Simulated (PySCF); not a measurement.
**A gas-phase reaction: Cl2FHSi + F2 → Cl2F2Si + FH**

Wanted: the reaction energy for `F[SiH](Cl)Cl` + `FF` → `F[Si](F)(Cl)Cl` + `F`.

Programs: PySCF 2.14.0. All values are calculated, for the isolated system unless a continuum is named. Atoms count from 0, parts from 1.

### 1 The system as given

Each species was relaxed by itself at PBE0-D3(BJ)/def2-SVPD.

### 2 Reaction energy: wB97M-D3(BJ)/def2-TZVPD

Job settings and geometry (Å):

```
{"job": {"kind": "react", "xc": "wB97M-D3(BJ)", "basis": "def2-TZVPD"}, "charge": 0, "multiplicity": 1}
-1 Cl2FHSi charge 0 multiplicity 1
F     -0.019560     1.356310    -0.995640
Si    -0.038340     0.078070    -0.003460
Cl    -1.689340    -1.040550    -0.449220
Cl     1.655270    -1.012850    -0.347810
H     -0.084960     0.553200     1.389010

-1 F2 charge 0 multiplicity 1
F      0.688820    -0.005920     0.014340
F     -0.688820     0.005920    -0.014340

+1 Cl2F2Si charge 0 multiplicity 1
F      0.058380    -0.921610    -1.363230
Si     0.131290    -0.001200    -0.051370
F      1.635120     0.545760     0.064810
Cl    -0.303970    -1.120870     1.576650
Cl    -1.136820     1.562040    -0.257330

+1 FH charge 0 multiplicity 1
F      0.458190     0.010000     0.040550
H     -0.458190    -0.010000    -0.040550
```

Method: wB97M-D3(BJ)/def2-TZVPD reaction energy of separated species, gas phase.

The run is started by

```bash
OMP_NUM_THREADS=1 python cluster_run.py task.json out
```

One launch serves the whole session: the jobs run in the order shown.

**Question.** The jobs that follow are: PBE0-D3(BJ)/def2-TZVPD reaction energy of separated species, gas phase. Predict: reaction energy (wB97M-D3(BJ)/def2-TZVPD); ΔH, ΔG at 298 K (xTB thermal terms). Thermal terms come from harmonic xTB runs on each species.

**Answer**, as computed:

| quantity | value |
| --- | --- |
| reaction energy (wB97M-D3(BJ)/def2-TZVPD) | -160.9 kcal/mol |
| ΔH, ΔG at 298 K (xTB thermal terms) | -159.4, -158.4 kcal/mol |
| range of the reaction energy over the runs of this table | -160.9 to -159.4 kcal/mol |

**Reading.** The reaction is exothermic by 159.4 kcal/mol in the gas phase; dispersion gives -0.07, and xTB itself gave -108.2 for the electronic energy (xTB energies and thermal terms come from the earlier relaxation of each species, not shown). No barrier was sought. xTB and this level differ widely in the electronic energy, so what comes from xTB (the thermal terms above all) is less safe here. The reaction energy runs from -160.9 (wB97M-D3(BJ)/def2-TZVPD) to -159.4 kcal/mol (PBE0-D3(BJ)/def2-TZVPD).
